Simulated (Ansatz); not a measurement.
# BN₃H₆: small, medium and large basis sets

Aim: see how fast density functionals and correlated methods converge with the basis set for BN₃H₆.

Program: Ansatz 0.2.0, Gaussian basis. Level of theory: one geometry, several basis sets. These are calculated values, not measurements.

The runs, in order: PBE0-D4/def2-SVP; ωB97M-V/def2-SVP; PBE0-D4/def2-QZVPP; ωB97M-V/def2-QZVPP; CCSD(T)/cc-pV(D+d)Z; CCSD(T)/cc-pV(T+d)Z; CCSD(T)/cc-pV(Q+d)Z; the functionals' def2-TZVPP values are taken from earlier runs.

### Step 1. The geometry

An earlier PBE0-D4 in a triple-zeta def2 set relaxation fixed the geometry.

10 atoms, charge 0, spin multiplicity 1.

Atoms are counted from 1 here; the program's logs count them from 0.

Bond lengths: N1–B2 1.427 Å, N1–H5 1.003 Å, N1–H6 1.003 Å, B2–N3 1.426 Å, B2–N4 1.426 Å, N3–H7 1.002 Å, N3–H8 1.002 Å, N4–H9 1.002 Å, N4–H10 1.002 Å. Angles: B2–N1–H5 122.5°, B2–N1–H6 122.6°, H5–N1–H6 113.1°, N1–B2–N3 119.9°, N1–B2–N4 120.1°, N3–B2–N4 120.0°, B2–N3–H7 122.8°, B2–N3–H8 122.9°, H7–N3–H8 113.4°, B2–N4–H9 123.1°, B2–N4–H10 123.1°, H9–N4–H10 113.5°.

### Step 2. PBE0-D4 in def2-SVP

File in.yaml:

```yaml
crystal:
  periodic: [false, false, false]
  atoms:
    - {symbol: N, position_ang: [-1.182686, 0.390432, -0.680636]}
    - {symbol: B, position_ang: [0.008482, -0.006062, -0.001727]}
    - {symbol: N, position_ang: [0.315096, -1.391284, 0.145257]}
    - {symbol: N, position_ang: [0.891803, 0.980479, 0.526266]}
    - {symbol: H, position_ang: [-1.744409, -0.254996, -1.203464]}
    - {symbol: H, position_ang: [-1.397616, 1.349514, -0.878716]}
    - {symbol: H, position_ang: [-0.328431, -2.118942, -0.102319]}
    - {symbol: H, position_ang: [1.110947, -1.721948, 0.657135]}
    - {symbol: H, position_ang: [0.723082, 1.965218, 0.446950]}
    - {symbol: H, position_ang: [1.686734, 0.756391, 1.094053]}
basis:
  gaussian: {orbitals: def2-SVP}
hamiltonian: {xc: pbe0, dispersion: d4}
output: {orbitals: {seedname: orbitals}}
```

The run is started by

```bash
> ansatz run in.yaml --threads 2 --pin off --events-out ev --progress --plain --max-ram 32768MiB --backend cpu
```

The runs that follow: ωB97M-V in def2-SVP; PBE0-D4 in def2-QZVPP; ωB97M-V in def2-QZVPP; CCSD(T) in cc-pV(D+d)Z; CCSD(T) in cc-pV(T+d)Z; CCSD(T) in cc-pV(Q+d)Z.

Q: Predict the results of all the runs planned. Wanted: MP2 correlation recovered, cc-pV(D+d)Z; MP2 correlation recovered, cc-pV(T+d)Z; MP2 correlation recovered, cc-pV(Q+d)Z; CCSD(T) limit from def2 sets; PBE0-D4: double and triple zeta above quadruple; ωB97M-V: double and triple zeta above quadruple.

As calculated:

```
                                                                 quantity          value
                                   MP2 correlation recovered, cc-pV(D+d)Z         71.3 %
                                   MP2 correlation recovered, cc-pV(T+d)Z         89.2 %
                                   MP2 correlation recovered, cc-pV(Q+d)Z         95.5 %
CCSD(T) limit from def2 sets (earlier runs) less the limit of this series        -27 meV
                          PBE0-D4: double and triple zeta above quadruple  6.57, 0.35 eV
                          ωB97M-V: double and triple zeta above quadruple  6.79, 0.33 eV
```

In words: PBE0-D4 gains 6.23 eV from double to triple zeta, then 0.35 eV more. Correlation climbs from 71 % (cc-pV(D+d)Z) to 96 % (cc-pV(Q+d)Z) of the limit; Hartree-Fock is 0.130 eV from its own by then. A limit from the def2 sets, made apart, differs by 27 meV, a least measure of the doubt on such a limit. These are total energies; as a rule much of such shifts cancels in differences, which this series doesn't test. The LUMO of ωB97M-V is positive and keeps falling with the basis (3.42 to 1.75 eV): an unbound level that the basis holds in place.
